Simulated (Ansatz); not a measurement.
# YScO3, space group P6_3/mmc: a single point from an input typed as a dict

Computed with Ansatz 0.2.0 through its Python package.

`deck_ysco3.py`:
```python
"""Single point of YScO3 through the engine session."""

import warnings

import ansatz as az
import numpy as np

warnings.simplefilter("ignore", az.DeckWarning)

settings = {
    "crystal": {
        "lattice": [[3.59059, 0.0, 0.0], [-1.795295, 3.109542, 0.0], [0.0, 0.0, 12.444239]],
        "atoms": [
            {"symbol": "Y", "position": [0.0, 0.0, 0.5]},
            {"symbol": "Y", "position": [0.0, 0.0, 0.0]},
            {"symbol": "Sc", "position": [0.666667, 0.333333, 0.75]},
            {"symbol": "Sc", "position": [0.333333, 0.666667, 0.25]},
            {"symbol": "O", "position": [0.666667, 0.333333, 0.583093]},
            {"symbol": "O", "position": [0.666667, 0.333333, 0.916907]},
            {"symbol": "O", "position": [0.0, 0.0, 0.75]},
            {"symbol": "O", "position": [0.0, 0.0, 0.25]},
            {"symbol": "O", "position": [0.333333, 0.666667, 0.416907]},
            {"symbol": "O", "position": [0.333333, 0.666667, 0.083093]},
        ],
    },
    "kpoints": {"mp_grid": {"grid": [6, 6, 2]}},
    "hamiltonian": {"xc": "pbesol"},
    "scf": {"occupations": {"method": "fixed"}},
    "basis": {"ecutwfc": 510},
    "output": {"forces": True, "stress": True},
}

done = az.Session.from_dict(settings).plan(threads=1).execute()
r = done.report

energy = r["free_energy_ev"]
print("YScO3: {:.6f} eV = {:.6f} Ry = {:.6f} Ha".format(energy, energy / 13.605693, energy / 27.211386))
print("Fermi level {:.4f} eV, {} k-points, {} symmetry operations".format(r["fermi_energy_ev"], r["n_kpoints"], r["n_symmetry_ops"]))

# the stress is positive in compression
print("pressure by term (GPa)")
for term, tensor in r["stress_terms_gpa"].items():
    if np.any(tensor):
        print(f"  {term:28s} {np.trace(np.array(tensor)) / 3:12.3f}")
print(f"  {'total':28s} {np.trace(np.array(r['stress_gpa'])) / 3:12.3f}")

# forces, one row an atom
print("forces (eV/A)")
for site, force in zip(done.lattice.sites, r["forces_ev_ang"]):
    print(f"  {site.symbol:2s} {force[0]:9.4f} {force[1]:9.4f} {force[2]:9.4f}")

print("energy terms (eV)")
for term, value in r["components"].items():
    if abs(value) > 1e-9:
        print(f"  {term:26s} {value:16.5f}")

print("doubts on the final state:", r["published_state_doubts"] or "none")
print("warnings:", sorted({n["data"]["kind"] for n in done.notices if n["data"].get("severity") in ("warning", "doubt")}) or "none")
```

Running `python deck_ysco3.py` prints:
```text
YScO3: -15198.640348 eV = -1117.079472 Ry = -558.539736 Ha
Fermi level 7.8572 eV, 14 k-points, 24 symmetry operations
pressure by term (GPa)
  kinetic                          1678.032
  hartree                           632.700
  ewald                           -2109.024
  local_pseudopotential             244.124
  nonlocal_pseudopotential         -255.548
  augmentation                      154.307
  nlcc                              -81.415
  xc                               -269.755
  augmentation_tail                  -0.032
  scf_correction                     -0.000
  pulay_correction                    0.005
  total                              -6.605
forces (eV/A)
  Y     0.0000    0.0000    0.0000
  Y     0.0000   -0.0000   -0.0000
  Sc    0.0000   -0.0000    0.0000
  Sc    0.0000    0.0000    0.0000
  O     0.0000    0.0000   -0.1175
  O     0.0000    0.0000    0.1175
  O     0.0000    0.0000    0.0000
  O    -0.0000   -0.0000    0.0000
  O     0.0000   -0.0000    0.1175
  O     0.0000   -0.0000   -0.1175
energy terms (eV)
  e_band                           -524.20264
  e_kinetic                        2182.78916
  e_local                         -4777.21200
  e_nonlocal                        551.21873
  e_hartree                        1646.03620
  e_xc                             -993.75279
  e_vxc                           -1223.00021
  e_paw                           -8321.64400
  e_vpaw                           -550.07661
  e_augmentation_tail                 0.00546
  e_ewald                         -5486.84843
  e_core_change                       0.76732
doubts on the final state: none
warnings: none
```

Reading the output:
- Total energies depend on the potentials; only differences at equal settings carry meaning. A total without «per atom» is that of the cell as typed.
- No spin polarisation was allowed.
- The energy terms are those on the plane-wave grid, with the one-centre PAW part apart; e_band, e_vxc and e_vpaw aren't summands of the total.
- Under fixed occupations the level called the Fermi level is the highest filled one on the SCF mesh; off the mesh a filled band can lie a little above it.
- The zero of the levels is a convention of the potentials, so an absolute Fermi energy is no work function.
- Pressure is positive in compression.
- At these settings the cell as given stands under about -7 GPa, so it isn't at this functional's equilibrium volume.
- This cell is a computed structure, which may not be the phase found in nature.
- Gaps and levels are Kohn-Sham values on a finite set of k-points, without spin-orbit coupling.
- Hardware and time: 6.4 s on 1 thread of Arm Neoverse V2 (shared host), peak memory 0.52 GiB.

(Lines on the test bed's own set-up are left out of the output.)
